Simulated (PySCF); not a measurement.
# C3H7NSSi: the cost of one run

The runs use PySCF 2.14.0, with density-fitted response routines of our own; the level of theory stands in each step. All values are computed, except where a source is named. Atoms count from 0, in the outputs and in this text.

## 1. The molecule as given

13 atoms, charge 0, multiplicity 1; geometry from: GFN2-xTB. The atoms were then displaced at random by about 0.01 Å, so the start is not that level's minimum.

Bonds of the start (Å): C0–N1 1.27, N1–C2 1.36, C2–C3 1.39, C3–S4 1.66, S4–Si5 2.20, C0–H6 1.05, C0–H7 1.09, C2–H8 1.06, C3–H9 1.08, Si5–H10 1.48, Si5–H11 1.45, Si5–H12 1.46.

## 2. Relaxing the molecule at PBE0-D3(BJ)/def2-SVP

What the job is given:

```
{"job": {"xc": "PBE0", "basis": "def2-SVP", "d3": "d3bj", "grid": 1, "shake": 0.01, "kind": "geom"}, "charge": 0, "multiplicity": 1}
C     -1.389180    -1.235200     0.566490
N     -0.602010    -0.330720     0.133770
C     -1.004670     0.801050    -0.514210
C     -0.013190     1.684790    -0.924290
S      1.618980     1.453940    -0.697440
Si     1.599450    -0.469510     0.363000
H     -1.001700    -2.078100     1.062040
H     -2.468960    -1.116940     0.437010
H     -2.042420     0.991640    -0.656470
H     -0.326550     2.587520    -1.423150
H      3.073510    -0.542510     0.507760
H      1.378270    -1.529460    -0.607560
H      1.184290    -0.233380     1.742720
```

Started as:

```
$ OMP_NUM_THREADS=1 python probes_run.py task.json out
```

The driver reads the jobs from task.json and runs them one after another.

**Question.** How long does this first job take on 1 thread of Arm Neoverse N1, shared host, and how much memory does it need?

About 2 min, with a peak of 0.51 GiB.
